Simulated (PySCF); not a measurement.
# C5H11I (1-Iodopentane GAA): the cost of one run

Computed with PySCF 2.14.0 and routines of our own; the level stands in each step. Atoms count from 0.

### Step 1. The system as given

17 atoms, charge 0, multiplicity 1; geometry from: GFN2-xTB.

### Step 2. Geometry optimisation at PBE0-D3(BJ)/def2-SVP

Job settings and geometry (Å):

```
{"job": {"xc": "PBE0", "basis": "def2-SVP", "d3": "d3bj", "grid": 1, "maxiter": 30, "shake": 0.01, "kind": "geom"}, "charge": 0, "multiplicity": 1}
C      2.557500     0.225420    -0.142040
C      1.267610    -0.247250     0.545000
C      0.003670     0.073100    -0.278610
C     -1.216110    -0.412340     0.409530
C     -2.510080    -0.086230    -0.372290
I     -2.917270     2.051340    -0.422860
H      2.657120    -0.223320    -1.120050
H      3.431770     0.023350     0.444880
H      2.495110     1.333840    -0.272370
H      1.187870     0.226810     1.538970
H      1.333730    -1.325050     0.712090
H     -0.030030     1.157700    -0.407380
H      0.080460    -0.377800    -1.266270
H     -1.225480    -1.501500     0.520560
H     -1.314130    -0.004870     1.420200
H     -3.386320    -0.514880     0.101860
H     -2.431920    -0.386480    -1.401040
```

Launch:

```console
> OMP_NUM_THREADS=1 python heavy_run.py task.json out
```

This one command runs all jobs of the session in turn.

Q: Estimate the wall time and peak memory of this first job on 1 thread of AMD EPYC 9R14, shared host.

About 33 s, with a peak of 0.61 GiB.
